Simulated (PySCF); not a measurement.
**C7H15N: geometry, NMR shifts and electronic excitations**

What NMR shifts and electronic excitations should C7H15N (`CNC1CCCCC1`) show?

Computed with PySCF 2.14.0, with density-fitted response routines of our own, on a single molecule in the gas phase. Atoms are numbered from 0 throughout.

## (1) Starting geometry

23 atoms, charge 0, multiplicity 1; geometry from: GFN2-xTB.

Bonds of the start (Å): C0–N1 1.45, N1–C2 1.46, C2–C3 1.53, C3–C4 1.53, C4–C5 1.52, C5–C6 1.52, C6–C7 1.53, C7–C2 1.53, C0–H8 1.09, C0–H9 1.09, C0–H10 1.10, N1–H11 1.02, C2–H12 1.11, C3–H13 1.09, C3–H14 1.09, C4–H15 1.09, C4–H16 1.09, C5–H17 1.09, C5–H18 1.09, C6–H19 1.09, C6–H20 1.09, C7–H21 1.09, C7–H22 1.09.

## (2) Optimising the geometry at PBE0-D3(BJ)/def2-SVP

The job: settings as JSON, then the geometry in Å.

```
{"job": {"xc": "PBE0", "basis": "def2-SVP", "d3": "d3bj", "grid": 1, "kind": "geom"}, "charge": 0, "multiplicity": 1}
C      2.965006    -0.490510     0.185575
N      1.877408     0.250557     0.790291
C      0.630807     0.225156     0.035310
C     -0.298791     1.311159     0.579498
C     -1.649185     1.292403    -0.128927
C     -2.310385    -0.073252     0.020429
C     -1.395343    -1.158699    -0.535242
C     -0.045207    -1.141765     0.174627
H      3.874558    -0.306537     0.754713
H      2.746276    -1.556766     0.230801
H      3.146837    -0.219288    -0.867130
H      2.164883     1.217928     0.909899
H      0.810441     0.417843    -1.042212
H      0.169782     2.291352     0.454908
H     -0.437314     1.139977     1.648994
H     -2.293437     2.069788     0.287396
H     -1.504915     1.510345    -1.190338
H     -2.503942    -0.268525     1.077509
H     -3.267125    -0.084586    -0.505975
H     -1.243268    -0.989741    -1.604522
H     -1.860801    -2.139335    -0.415445
H      0.595065    -1.918247    -0.245959
H     -0.176102    -1.352272     1.237339
```

**Question.** This job is followed by: GIAO PBE0/pcSseg-1 NMR shielding, non-relativistic, gas phase; TDDFT B3LYP/def2-SVPD, vertical, gas phase, core orbitals frozen in the response; GIAO CAM-B3LYP/pcSseg-1 NMR shielding, non-relativistic, gas phase. Predict these results of the whole session: point group; rotational constants (main isotopes); 13C shifts against TMS (PBE0/pcSseg-1, means over atoms taken as alike); 1H shifts against TMS (PBE0/pcSseg-1, means over atoms taken as alike); 15N shifts against NH3 (PBE0/pcSseg-1); lowest singlet (B3LYP/def2-SVPD); brightest single state of those computed; lowest triplet; vertical ionisation energy (ΔSCF); range of the shift of N1.

The runs gave:

```
                                                               quantity                                                      value
                                                            point group                                                         C1
                                   rotational constants (main isotopes)                                       3.94, 1.34, 1.08 GHz
13C shifts against TMS (PBE0/pcSseg-1, means over atoms taken as alike)                           60.1, 35.2, 35.1, 28.5, 27.1 ppm
 1H shifts against TMS (PBE0/pcSseg-1, means over atoms taken as alike)  2.41, 1.92, 1.60, 1.59, 1.50, 1.18, 1.06, 0.89, -0.25 ppm
                                 15N shifts against NH3 (PBE0/pcSseg-1)                                                   58.4 ppm
                                       lowest singlet (B3LYP/def2-SVPD)                                5.68 eV (218 nm), f = 0.005
                               brightest single state of those computed                                state 3, 6.31 eV, f = 0.032
                                                         lowest triplet                                                    5.52 eV
                                      vertical ionisation energy (ΔSCF)                                                    8.47 eV
                                               range of the shift of N1                                           58.4 to 60.5 ppm
```

In words: The optimisation took 3 steps and gained 0.052 eV; among the close pairs (by a distance rule), C7–H22 changed most, from 1.091 to 1.104 Å. The most deshielded hydrogen is H8, H9, H10 (mean) (hydrogen on a methyl carbon bonded to N), at 2.41 ppm: its carbon carries N, hence the downfield position. At PBE0/pcSseg-1: The largest span, 91 ppm, is at N1, where the paramagnetic term is -111 ppm. The lowest singlet, at 5.68 eV, is HOMO→LUMO 0.81, HOMO→LUMO+1 0.15 and is weak; of the 10 states computed, the strongest absorption comes from state 3 at 6.31 eV. The lowest triplet lies 0.17 eV below the lowest singlet (triplets in Tamm-Dancoff, singlets in full TDDFT). ΔSCF puts the ionisation energy at 8.47 eV, 2.32 eV above −ε(HOMO). In ppm, N1 moves most: its shift spreads over 2.0 ppm, from 58.4 (PBE0/pcSseg-1) to 60.5 (CAM-B3LYP/pcSseg-1). Most of that comes from the computed reference, not from the atom's own shielding.
